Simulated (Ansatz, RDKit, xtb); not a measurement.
**C5H7ClF2: ranking a sample of isomers**

Which of a sample of isomers of C5H7ClF2 is the most stable in the gas at 298.15 K, and what are its properties? The sample is small against all isomers, and the most stable one of this formula need not be in it.

Plan: many cheap relaxations first (GFN2-xTB), then density-functional screening, relaxation at B3LYP-D3(BJ)/def2-SVP, vibrations (at GFN2-xTB) and a final energy. The numbers are computed, not measured.

## Step 1: Possible bonding patterns

Isomers were taken from a list of plausible structures; this is a sample, not all of them. That gives 14 candidates.

| label | SMILES | spin |
| --- | --- | --- |
| c121 | C[C@H](Cl)/C(=C\F)CF | singlet |
| c148 | C[C@H](/C=C/Cl)C(F)F | singlet |
| c214 | C[C@](F)(/C=C/F)CCl | singlet |
| c335 | F[C@@H]1CC[C@@](F)(Cl)C1 | singlet |
| c385 | CC[C@H](Cl)C=C(F)F | singlet |
| c456 | C/C(=C\[C@H](F)Cl)CF | singlet |
| c483 | CCC/C(F)=C(/F)Cl | singlet |
| c516 | FC/C=C(\Cl)CCF | singlet |
| c543 | FC(F)(Cl)C1CCC1 | singlet |
| c590 | C/C=C(\C)C(F)(F)Cl | singlet |
| c737 | C=C[C@@H](F)[C@@H](Cl)CF | singlet |
| c753 | C/C(=C/CF)[C@H](F)Cl | singlet |
| c777 | C/C=C\CC(F)(F)Cl | singlet |
| c839 | FC[C@]1(Cl)C[C@@H](F)C1 | singlet |

Candidates are built by distance geometry, with a force field where one applies, in up to four conformers (letters a to d).

**Question.** With final energies at CCSD(T)/def2-SVP + MP2/def2-TZVPP - MP2/def2-SVP, which structure will this search put lowest in free energy, and by what margin?

| quantity | value |
| --- | --- |
| lowest structure found | F[C@@H]1CC[C@@](F)(Cl)C1, singlet |
| next finalist | C/C=C(\C)C(F)(F)Cl, singlet, 7.7 kcal/mol higher in G |
| share at equilibrium, among the finalists | 100.0 % |

`F[C@@H]1CC[C@@](F)(Cl)C1` comes out lowest. Among the finalists first place is clear (7.7 kcal/mol); structures outside the list aren't covered. GFN2-xTB, HF/STO-3G, r2SCAN-D4/def2-SVP, B3LYP-D3(BJ)/def2-SVP, HF/def2-SVP and MP2/def2-SVP already put its bonding pattern lowest among the structures in one piece. 14 minima inside the window were never screened. The search is not exhaustive (a finite list of starts, one conformer a finalist), so a lower isomer can't be ruled out. Only 14 drawn patterns were tried, so whole families of isomers are missing, and the result ranks this sample alone.
